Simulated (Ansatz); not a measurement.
# ClF₄HMoO: single points with varied inputs

How do the results and run time of ClF₄HMoO respond when the settings are drawn wide?

Method: the settings change from run to run; program: Ansatz 0.2.0, Gaussian basis.

### 1 The geometry

The structure was relaxed beforehand with PBE0-D4 in a triple-zeta def2 set. Mo takes a core potential in def2 sets; no spin-orbit term is included.

SMILES `[OH][Mo]([F])([F])([F])([F])[Cl]`, 8 atoms, charge 0, spin multiplicity 1.

Atoms are counted from 1 here; the program's logs count them from 0.

Bond lengths: O1–Mo2 1.826 Å, O1–H8 0.963 Å, Mo2–F3 1.857 Å, Mo2–F4 1.829 Å, Mo2–F5 1.832 Å, Mo2–F6 1.832 Å, Mo2–Cl7 2.250 Å. Angles: Mo2–O1–H8 132.5°, O1–Mo2–F3 83.9°, O1–Mo2–F4 167.7°, O1–Mo2–F5 93.2°, O1–Mo2–F6 93.2°, O1–Mo2–Cl7 95.3°, F3–Mo2–F4 83.9°, F3–Mo2–F5 90.7°, F3–Mo2–F6 90.7°, F3–Mo2–Cl7 179.1°, F4–Mo2–F5 86.9°, F4–Mo2–F6 86.9°, F4–Mo2–Cl7 97.0°, F5–Mo2–F6 173.5°, F5–Mo2–Cl7 89.3°, F6–Mo2–Cl7 89.3°.

### 2 r2SCANh/def2-SVP

Set apart from the defaults: multiplicity 3, finite nuclei.

in.yaml

```yaml
crystal:
  periodic: [false, false, false]
  atoms:
    - {symbol: O, position_ang: [-0.700133, 0.623952, -1.222269]}
    - {symbol: Mo, position_ang: [0.209014, -0.056244, 0.207457]}
    - {symbol: F, position_ang: [-1.319065, -1.086253, 0.435672]}
    - {symbol: F, position_ang: [0.797817, -0.954472, 1.687615]}
    - {symbol: F, position_ang: [0.984990, -1.386083, -0.786224]}
    - {symbol: F, position_ang: [-0.445024, 1.210728, 1.358556]}
    - {symbol: Cl, position_ang: [2.046099, 1.206497, -0.096628]}
    - {symbol: H, position_ang: [-1.573719, 0.441875, -1.584160]}
basis:
  gaussian: {orbitals: def2-SVP, nuclear_model: gaussian}
magnetization: {spin_polarized: true, initial_magnetization: 2}
hamiltonian: {xc: {name: r2SCANh}}
```

The run is started by

```console
> ansatz run in.yaml --threads 4 --pin off --events-out ev --progress --plain --max-ram 11315MiB
```

Log:

```text
Functional definition: r2SCANh
  name "r2SCANh"
  cite "Bursch, Neugebauer, Ehlert & Grimme, J. Chem. Phys. 156, 134105 (2022) doi:10.1063/5.0086040"
  cite "Furness, Kaplan, Ning, Perdew & Sun, J. Phys. Chem. Lett. 11, 8208 (2020) doi:10.1021/acs.jpclett.0c02405"
  cite "Furness, Kaplan, Ning, Perdew & Sun, J. Phys. Chem. Lett. 11, 9248 (2020) doi:10.1021/acs.jpclett.0c03077"
  parent r2scan
  parameter a = 0.1
  parameter k0 = 0.174
  parameter k1 = 0.065
  parameter a1 = 4.9479
  exchange = (1 - a)*r2scan_x(k0 = k0, k1 = k1, a1 = a1) + a*exact_x
  correlation = r2scan_c
1171 factors; integrals over basis functions are off by at most 7.6e-4 eV
mean field evaluation 1: about -27277.8560 eV, gradient 5.9e1 eV
mean field evaluation 2: about -27077.2760 eV, gradient 2.2e2 eV
mean field evaluation 4: about -27284.0195 eV, gradient 4.1e1 eV
mean field evaluation 8: about -27290.7212 eV, gradient 6.3e0 eV
mean field evaluation 16: about -27291.0860 eV, gradient 1.8e-1 eV
mean field evaluation 32: about -27291.0862 eV, gradient 3.9e-3 eV
mean field evaluation 64: about -27288.5670 eV, gradient 1.7e1 eV
mean field evaluation 96: about -27290.7205 eV, gradient 6.4e-1 eV
mean field -27291.08623616 eV, -1002.9289206161 hartree, gradient 5.3e-6 eV, S^2 2.007839; 10 other end points of the search recorded, 0 dependent functions left out
reference -27291.08627406 eV, -1002.9289220090 hartree; 39, 37 occupied and 85, 87 virtual orbitals, 1171 factors
Total energy: -27291.08627406 eV, -1002.9289220090 hartree
```

It took 35 s on 4 threads of Intel Xeon Platinum 8488C, shared host; peak memory 0.77 GiB.

⟨S²⟩ 2.008.

### 3 PBE/def2-SVPD

Options: charge -1, multiplicity 2, the search for lower states set to off.

Edit in.yaml of step 2 so:

```diff
@@ -12,4 +12,6 @@
 basis:
-  gaussian: {orbitals: def2-SVP, nuclear_model: gaussian}
-magnetization: {spin_polarized: true, initial_magnetization: 2}
-hamiltonian: {xc: {name: r2SCANh}}
+  gaussian: {orbitals: def2-SVPD}
+total_charge: -1
+magnetization: {spin_polarized: true, initial_magnetization: 1}
+hamiltonian: {xc: {name: PBE}}
+scf: {lower_state_search: off}
```

Same command.

Log, cut to the lines that bear on the results:

```text
Functional definition: PBE
  name "PBE"
  cite "Perdew, Burke & Ernzerhof, Phys. Rev. Lett. 77, 3865 (1996) doi:10.1103/PhysRevLett.77.3865"
  parent pbe
[...]
1571 factors; their error is unknown
[...]
mean field -27288.94685004 eV, -1002.8502996265 hartree, gradient 1.1e-6 eV, S^2 0.752041; 0 other end points of the search recorded, 0 dependent functions left out
reference -27288.94690301 eV, -1002.8503015732 hartree; 39, 38 occupied and 145, 146 virtual orbitals, 1571 factors
Total energy: -27288.94690301 eV, -1002.8503015732 hartree
Checks for a lower state left out: stability, starts, cluster_reference, orbital_swaps, neighbouring_geometries, increment
```

Wall time 6 s (4 threads of Intel Xeon Platinum 8488C, shared host); peak memory 0.3 GiB.

⟨S²⟩ 0.752.

### 4 PBE/ANO-RCC-VTZP

Set apart from the defaults: multiplicity 3, atoms shaken by 0.03 Å, finite nuclei.

in.yaml

```yaml
crystal:
  periodic: [false, false, false]
  atoms:
    - {symbol: O, position_ang: [-0.736270, 0.647014, -1.203824]}
    - {symbol: Mo, position_ang: [0.189377, -0.022511, 0.205954]}
    - {symbol: F, position_ang: [-1.329415, -1.109758, 0.431134]}
    - {symbol: F, position_ang: [0.812356, -0.916338, 1.654214]}
    - {symbol: F, position_ang: [0.988997, -1.351304, -0.754517]}
    - {symbol: F, position_ang: [-0.389531, 1.230190, 1.348232]}
    - {symbol: Cl, position_ang: [2.007650, 1.177236, -0.112349]}
    - {symbol: H, position_ang: [-1.485266, 0.351331, -1.525344]}
basis:
  gaussian: {orbitals: ANO-RCC-VTZP, nuclear_model: gaussian}
magnetization: {spin_polarized: true, initial_magnetization: 2}
hamiltonian: {xc: {name: PBE}}
output: {forces: true}
```

The command is unchanged.

Log, cut to the lines that bear on the results:

```text
Functional definition: PBE
  name "PBE"
  cite "Perdew, Burke & Ernzerhof, Phys. Rev. Lett. 77, 3865 (1996) doi:10.1103/PhysRevLett.77.3865"
  parent pbe
[...]
2063 factors; their error is unknown
[...]
mean field -135646.82654108 eV, -4984.9289306634 hartree, gradient 5.4e-6 eV, S^2 2.003580; 10 other end points of the search recorded, 0 dependent functions left out
[...]
reference -135646.82661699 eV, -4984.9289334530 hartree; 53, 51 occupied and 213, 215 virtual orbitals, 2063 factors
Total energy: -135646.82661699 eV, -4984.9289334530 hartree
Relativity: scalar
Atom 0 at    -0.736270     0.647014    -1.203824 Å, force     4.694813     3.983714    -0.276763 eV/Å
Atom 1 at     0.189377    -0.022511     0.205954 Å, force    -0.941005    -2.145829     0.562535 eV/Å
Atom 2 at    -1.329415    -1.109758     0.431134 Å, force    -1.241636    -0.596552     0.035437 eV/Å
Atom 3 at     0.812356    -0.916338     1.654214 Å, force     1.609534    -1.505105     2.926872 eV/Å
Atom 4 at     0.988997    -1.351304    -0.754517 Å, force     0.503426    -0.835086    -0.946839 eV/Å
Atom 5 at    -0.389531     1.230190     1.348232 Å, force    -0.837990     1.573836     1.298155 eV/Å
Atom 6 at     2.007650     1.177236    -0.112349 Å, force     2.825986     1.934395    -0.573447 eV/Å
Atom 7 at    -1.485266     0.351331    -1.525344 Å, force    -6.613128    -2.409374    -3.025950 eV/Å
Dipole moment:    -0.074070     0.385081    -0.459413 e Å
```

Run time: 93 s. Hardware: 4 threads of Intel Xeon Platinum 8488C, shared host; peak memory 1.9 GiB.

Largest force 7.661 eV/Å, dipole 2.90 D, ⟨S²⟩ 2.004.

### 5 r2SCANh/def2-mTZVP

Options: coordinates scaled by 1.05, D3(BJ) with three-body dispersion, high accuracy.

in.yaml

```yaml
crystal:
  periodic: [false, false, false]
  atoms:
    - {symbol: O, position_ang: [-0.735139, 0.655149, -1.283383]}
    - {symbol: Mo, position_ang: [0.219465, -0.059056, 0.217830]}
    - {symbol: F, position_ang: [-1.385019, -1.140566, 0.457456]}
    - {symbol: F, position_ang: [0.837708, -1.002195, 1.771996]}
    - {symbol: F, position_ang: [1.034239, -1.455387, -0.825535]}
    - {symbol: F, position_ang: [-0.467275, 1.271264, 1.426484]}
    - {symbol: Cl, position_ang: [2.148404, 1.266822, -0.101459]}
    - {symbol: H, position_ang: [-1.652405, 0.463968, -1.663368]}
basis:
  gaussian: {orbitals: def2-mTZVP}
hamiltonian: {xc: {name: r2SCANh}, dispersion: d3bjatm}
accuracy: high
```

Launched as before.

Log, cut to the lines that bear on the results:

```text
Functional definition: r2SCANh
  name "r2SCANh"
  cite "Bursch, Neugebauer, Ehlert & Grimme, J. Chem. Phys. 156, 134105 (2022) doi:10.1063/5.0086040"
  cite "Furness, Kaplan, Ning, Perdew & Sun, J. Phys. Chem. Lett. 11, 8208 (2020) doi:10.1021/acs.jpclett.0c02405"
  cite "Furness, Kaplan, Ning, Perdew & Sun, J. Phys. Chem. Lett. 11, 9248 (2020) doi:10.1021/acs.jpclett.0c03077"
  parent r2scan
[...]
3137 factors; integrals over basis functions are off by at most 3.0e-8 eV
[...]
mean field -27313.14096759 eV, -1003.7394170472 hartree, gradient 1.5e-8 eV, S^2 0.000000; 0 other end points of the search recorded, 0 dependent functions left out
reference -27313.14096969 eV, -1003.7394171240 hartree; 38, 38 occupied and 120, 120 virtual orbitals, 3137 factors
Total energy: -27313.20142361 eV, -1003.7416387648 hartree
```

Wall time 16 s (4 threads of Intel Xeon Platinum 8488C, shared host); peak memory 1 GiB.

### 6 B97/def2-SVP

Set apart from the defaults: charge -1, multiplicity 2, atoms shaken by 0.08 Å.

in.yaml

```yaml
crystal:
  periodic: [false, false, false]
  atoms:
    - {symbol: O, position_ang: [-0.638724, 0.753825, -1.428045]}
    - {symbol: Mo, position_ang: [0.209330, -0.076018, 0.229975]}
    - {symbol: F, position_ang: [-1.337711, -1.063441, 0.368191]}
    - {symbol: F, position_ang: [0.753729, -0.955861, 1.726285]}
    - {symbol: F, position_ang: [1.066106, -1.474341, -0.733894]}
    - {symbol: F, position_ang: [-0.482548, 1.089149, 1.514553]}
    - {symbol: Cl, position_ang: [1.888719, 1.222759, -0.147055]}
    - {symbol: H, position_ang: [-1.683827, 0.496134, -1.639331]}
basis:
  gaussian: {orbitals: def2-SVP}
total_charge: -1
magnetization: {spin_polarized: true, initial_magnetization: 1}
hamiltonian: {xc: {name: B97}}
output: {forces: true}
```

Launched as before.

Log, cut to the lines that bear on the results:

```text
Functional definition: B97
  name "B97"
  cite "Becke, J. Chem. Phys. 107, 8554 (1997) doi:10.1063/1.475007"
[...]
      + integral(e_c_pw_opposite_spin*poly(b97_u_opposite, cos0, cos1, cos2))
1171 factors; integrals over basis functions are off by at most 1.6e-3 eV
[...]
mean field -27296.74024017 eV, -1003.1367014313 hartree, gradient 2.6e-6 eV, S^2 0.753249; 4 other end points of the search recorded, 0 dependent functions left out
[...]
reference -27296.74028444 eV, -1003.1367030582 hartree; 39, 38 occupied and 85, 86 virtual orbitals, 1171 factors
Total energy: -27296.74028444 eV, -1003.1367030582 hartree
Atom 0 at    -0.638724     0.753825    -1.428045 Å, force    -3.309791    -1.366398     0.325868 eV/Å
Atom 1 at     0.209330    -0.076018     0.229975 Å, force    -2.827530     0.071400    -2.643553 eV/Å
Atom 2 at    -1.337711    -1.063441     0.368191 Å, force    -2.010888    -1.465440    -0.168203 eV/Å
Atom 3 at     0.753729    -0.955861     1.726285 Å, force     1.150202    -1.069502     1.942541 eV/Å
Atom 4 at     1.066106    -1.474341    -0.733894 Å, force    -0.242765     0.006037    -0.211437 eV/Å
Atom 5 at    -0.482548     1.089149     1.514553 Å, force    -0.357029     0.726688     0.193193 eV/Å
Atom 6 at     1.888719     1.222759    -0.147055 Å, force     3.400476     2.375311    -0.583720 eV/Å
Atom 7 at    -1.683827     0.496134    -1.639331 Å, force     4.197326     0.721903     1.145312 eV/Å
Dipole moment:    -0.144967     0.123082    -0.103984 e Å
```

Wall time 22 s (4 threads of Intel Xeon Platinum 8488C, shared host); peak memory 0.64 GiB.

Largest force 4.410 eV/Å, ⟨S²⟩ 0.753.

### 7 RPBE/ANO-RCC-VTZP

Set apart from the defaults: unrestricted orbitals, D3(BJ) with three-body dispersion, high accuracy, the search for lower states set to full.

in.yaml

```yaml
crystal:
  periodic: [false, false, false]
  atoms:
    - {symbol: O, position_ang: [-0.700133, 0.623952, -1.222269]}
    - {symbol: Mo, position_ang: [0.209014, -0.056244, 0.207457]}
    - {symbol: F, position_ang: [-1.319065, -1.086253, 0.435672]}
    - {symbol: F, position_ang: [0.797817, -0.954472, 1.687615]}
    - {symbol: F, position_ang: [0.984990, -1.386083, -0.786224]}
    - {symbol: F, position_ang: [-0.445024, 1.210728, 1.358556]}
    - {symbol: Cl, position_ang: [2.046099, 1.206497, -0.096628]}
    - {symbol: H, position_ang: [-1.573719, 0.441875, -1.584160]}
basis:
  gaussian: {orbitals: ANO-RCC-VTZP}
magnetization: {spin_polarized: true, initial_magnetization: 0}
hamiltonian: {xc: {name: RPBE}, dispersion: d3bjatm}
accuracy: high
scf: {lower_state_search: full}
output: {forces: true}
```

The command is unchanged.

Log, cut to the lines that bear on the results:

```text
Functional definition: RPBE
  name "RPBE"
  cite "Hammer, Hansen & Nørskov, Phys. Rev. B 59, 7413 (1999) doi:10.1103/PhysRevB.59.7413"
  cite "Perdew, Burke & Ernzerhof, Phys. Rev. Lett. 77, 3865 (1996) doi:10.1103/PhysRevLett.77.3865"
[...]
5236 factors; integrals over basis functions are off by at most 4.7e-9 eV
[...]
mean field -135674.21309409 eV, -4985.9353679233 hartree, gradient 5.3e-8 eV, S^2 0.000000; 4 other end points of the search recorded, 0 dependent functions left out
[...]
reference -135674.21310131 eV, -4985.9353681884 hartree; 52, 52 occupied and 214, 214 virtual orbitals, 5236 factors
Total energy: -135675.81878956 eV, -4985.9943761434 hartree
Relativity: scalar
Atom 0 at    -0.700133     0.623952    -1.222269 Å, force    -0.191331     0.569922    -0.817486 eV/Å
Atom 1 at     0.209014    -0.056244     0.207457 Å, force     0.419352     0.271975    -0.049917 eV/Å
Atom 2 at    -1.319065    -1.086253     0.435672 Å, force    -0.809510    -0.549593     0.125733 eV/Å
Atom 3 at     0.797817    -0.954472     1.687615 Å, force     0.392488    -0.499656     0.866615 eV/Å
Atom 4 at     0.984990    -1.386083    -0.786224 Å, force     0.449746    -0.743065    -0.592327 eV/Å
Atom 5 at    -0.445024     1.210728     1.358556 Å, force    -0.371222     0.747832     0.638889 eV/Å
Atom 6 at     2.046099     1.206497    -0.096628 Å, force     0.415162     0.291329    -0.075817 eV/Å
Atom 7 at    -1.573719     0.441875    -1.584160 Å, force    -0.304684    -0.088745    -0.095690 eV/Å
Dipole moment:    -0.256314     0.228887    -0.447976 e Å
```

It took 6.9 min on 4 threads of Intel Xeon Platinum 8488C, shared host; peak memory 3.1 GiB.

Largest force 1.075 eV/Å, dipole 2.71 D, ⟨S²⟩ 0.000.

### 8 SVWN5/cc-pVTZ-DK

Options: charge +1, multiplicity 2, high accuracy.

Edit in.yaml of step 7 so:

```diff
@@ -12,7 +12,7 @@
 basis:
-  gaussian: {orbitals: ANO-RCC-VTZP}
-magnetization: {spin_polarized: true, initial_magnetization: 0}
-hamiltonian: {xc: {name: RPBE}, dispersion: d3bjatm}
+  gaussian: {orbitals: cc-pVTZ-DK}
+total_charge: 1
+magnetization: {spin_polarized: true, initial_magnetization: 1}
+hamiltonian: {xc: {name: SVWN5}}
 accuracy: high
-scf: {lower_state_search: full}
 output: {forces: true}
```

Launched as before.

Log, cut to the lines that bear on the results:

```text
Functional definition: SVWN5
  name "SVWN5"
  cite "Dirac, Proc. Camb. Phil. Soc. 26, 376 (1930) doi:10.1017/S0305004100016108"
  cite "Slater, Phys. Rev. 81, 385 (1951) doi:10.1103/PhysRev.81.385"
  cite "Vosko, Wilk & Nusair, Can. J. Phys. 58, 1200 (1980) doi:10.1139/p80-159"
[...]
4797 factors; integrals over basis functions are off by at most 2.1e-8 eV
[...]
mean field -135415.37124865 eV, -4976.4231055526 hartree, gradient 2.9e-8 eV, S^2 0.753606; 20 other end points of the search recorded, 0 dependent functions left out
[...]
reference -135415.37125655 eV, -4976.4231058428 hartree; 52, 51 occupied and 223, 224 virtual orbitals, 4797 factors
Total energy: -135415.37125655 eV, -4976.4231058428 hartree
Relativity: scalar
Atom 0 at    -0.700133     0.623952    -1.222269 Å, force     0.721663    -0.156122     0.635397 eV/Å
Atom 1 at     0.209014    -0.056244     0.207457 Å, force    -1.407922    -1.795391     1.374359 eV/Å
Atom 2 at    -1.319065    -1.086253     0.435672 Å, force     0.425365     0.384456    -0.242351 eV/Å
Atom 3 at     0.797817    -0.954472     1.687615 Å, force    -0.163357     0.334117    -0.541719 eV/Å
Atom 4 at     0.984990    -1.386083    -0.786224 Å, force     0.099851     0.621812     0.227111 eV/Å
Atom 5 at    -0.445024     1.210728     1.358556 Å, force     0.501664    -0.145562    -0.477567 eV/Å
Atom 6 at     2.046099     1.206497    -0.096628 Å, force     0.927087     0.647251    -0.194054 eV/Å
Atom 7 at    -1.573719     0.441875    -1.584160 Å, force    -1.104352     0.109439    -0.781175 eV/Å
Dipole moment:     0.031066     0.535656    -0.635145 e Å
```

Run time: 95 s. Hardware: 4 threads of Intel Xeon Platinum 8488C, shared host; peak memory 2.5 GiB.

Largest force 2.664 eV/Å, ⟨S²⟩ 0.754.

### 9 wB97M-V/cc-pVTZ-DK

This run has charge -1, multiplicity 2, atoms shaken by 0.15 Å, finite nuclei, high accuracy.

in.yaml

```yaml
crystal:
  periodic: [false, false, false]
  atoms:
    - {symbol: O, position_ang: [-0.700118, 0.650220, -1.139343]}
    - {symbol: Mo, position_ang: [0.115005, -0.155070, 0.022875]}
    - {symbol: F, position_ang: [-1.020559, -0.961941, 0.354232]}
    - {symbol: F, position_ang: [0.787518, -0.819211, 1.687689]}
    - {symbol: F, position_ang: [1.222250, -1.424544, -0.653997]}
    - {symbol: F, position_ang: [-0.489041, 1.155005, 1.538479]}
    - {symbol: Cl, position_ang: [2.002437, 1.223591, -0.103293]}
    - {symbol: H, position_ang: [-1.765110, 0.237531, -1.665127]}
basis:
  gaussian: {orbitals: cc-pVTZ-DK, nuclear_model: gaussian}
total_charge: -1
magnetization: {spin_polarized: true, initial_magnetization: 1}
hamiltonian: {xc: {name: wB97M-V}}
accuracy: high
output: {forces: true}
```

Launched as before.

Log:

```text
Functional definition: wB97M-V
  name "wB97M-V"
  cite "Mardirossian & Head-Gordon, J. Chem. Phys. 144, 214110 (2016) doi:10.1063/1.4952647"
  cite "Becke, J. Chem. Phys. 107, 8554 (1997) doi:10.1063/1.475007"
  cite "Vydrov & Van Voorhis, J. Chem. Phys. 133, 244103 (2010) doi:10.1063/1.3521275"
  # Of w^i u^j: cxij and so on, Table III.
  parameter omega = 0.3/bohr
  parameter cx = 0.15
  parameter cx01 = 1.007
  parameter cx10 = 0.259
  parameter css00 = 0.443
  parameter css04 = -1.437
  parameter css10 = -4.535
  parameter css20 = -3.390
  parameter css43 = 4.278
  parameter cos00 = 1.000
  parameter cos10 = 1.358
  parameter cos20 = 2.924
  parameter cos21 = -8.812
  parameter cos60 = -1.390
  parameter cos61 = 9.142
  parameter b = 6.0
  parameter c = 0.01
  gx(w, u) = 1 - cx + cx01*u + cx10*w
  gss(w, u) = css00 + css04*u^4 + css10*w + css20*w^2 + css43*w^4*u^3
  gos(w, u) = cos00 + cos10*w + (cos20 + cos21*u)*w^2 + (cos60 + cos61*u)*w^6
  exchange = spin_sum(e_x_unif_sr(omega)*gx(b97_w, b97_u_x)) + cx*exact_x_sr(omega) + exact_x_lr(omega)
  correlation = spin_sum(e_c_pw_mod_same_spin*gss(b97_w, b97_u_same))
      + integral(e_c_pw_mod_opposite_spin*gos(b97_w_opposite, b97_u_opposite)) + vv10(b, c)
4860 factors; integrals over basis functions are off by at most 1.4e-8 eV
527 factors; integrals over basis functions are off by at most 1.3e-9 eV
mean field evaluation 1: about -135645.2955 eV, gradient 5.6e1 eV
mean field evaluation 2: about -135593.0780 eV, gradient 1.5e2 eV
mean field evaluation 4: about -135656.7171 eV, gradient 8.3e0 eV
mean field evaluation 8: about -135657.1727 eV, gradient 8.6e-1 eV
mean field evaluation 16: about -135657.2115 eV, gradient 4.6e-2 eV
mean field evaluation 32: about -135657.2118 eV, gradient 9.4e-4 eV
mean field evaluation 64: about -135657.2118 eV, gradient 7.0e-7 eV
mean field -135657.21178445 eV, -4985.3105813177 hartree, gradient 8.3e-8 eV, S^2 0.762017; 4 other end points of the search recorded, 0 dependent functions left out
the calculation of the forces begins
reference -135657.21178854 eV, -4985.3105814683 hartree; 53, 52 occupied and 222, 223 virtual orbitals, 4860 factors
Total energy: -135657.21178854 eV, -4985.3105814683 hartree
Relativity: scalar
Atom 0 at    -0.700118     0.650220    -1.139343 Å, force    -6.747116     4.081570    -8.176344 eV/Å
Atom 1 at     0.115005    -0.155070     0.022875 Å, force    31.806050    17.364864     1.797746 eV/Å
Atom 2 at    -1.020559    -0.961941     0.354232 Å, force   -29.111571   -20.458334     8.219114 eV/Å
Atom 3 at     0.787518    -0.819211     1.687689 Å, force     0.710796    -0.963785     1.183354 eV/Å
Atom 4 at     1.222250    -1.424544    -0.653997 Å, force     0.319009    -1.406412    -1.716001 eV/Å
Atom 5 at    -0.489041     1.155005     1.538479 Å, force    -0.344665    -0.647627    -2.024507 eV/Å
Atom 6 at     2.002437     1.223591    -0.103293 Å, force     1.422314     1.374220    -0.245599 eV/Å
Atom 7 at    -1.765110     0.237531    -1.665127 Å, force     1.945184     0.655503     0.962237 eV/Å
Dipole moment:    -0.837420    -0.695807    -0.746268 e Å
```

Wall time 6.4 min (4 threads of Intel Xeon Platinum 8488C, shared host); peak memory 4.9 GiB.

Largest force 36.518 eV/Å, ⟨S²⟩ 0.762.

### 10 The runs in one table

| level | charge | multiplicity | geometry | functions | energy (eV) | time |
| --- | --- | --- | --- | --- | --- | --- |
| r2SCANh/def2-SVP | 0 | 3 | relaxed | 124 | -27291.086 | 35 s |
| PBE/def2-SVPD | -1 | 2 | relaxed | 184 | -27288.947 | 6 s |
| PBE/ANO-RCC-VTZP | 0 | 3 | shaken | 266 | -135646.827 | 93 s |
| r2SCANh/def2-mTZVP | 0 | 1 | scaled | 158 | -27313.201 | 16 s |
| B97/def2-SVP | -1 | 2 | shaken | 124 | -27296.740 | 22 s |
| RPBE/ANO-RCC-VTZP | 0 | 1 | relaxed | 266 | -135675.819 | 6.9 min |
| SVWN5/cc-pVTZ-DK | 1 | 2 | relaxed | 275 | -135415.371 | 95 s |
| wB97M-V/cc-pVTZ-DK | -1 | 2 | shaken | 275 | -135657.212 | 6.4 min |

### 11 What came out

```
quantity                       value
    runs                           8
quickest          PBE/def2-SVPD, 6 s
 slowest  RPBE/ANO-RCC-VTZP, 6.9 min
```

In words: The runs differ in state or geometry as well as level, so their energies can't be set against each other. Run time spans a factor of 69, from PBE/def2-SVPD to RPBE/ANO-RCC-VTZP. The jobs differ in tasks and options as well as level. At the PBE0-D4/def2-TZVP geometry and in the same state, the sound runs without point charges leave forces up to 1.07 eV/Å (RPBE/ANO-RCC-VTZP).
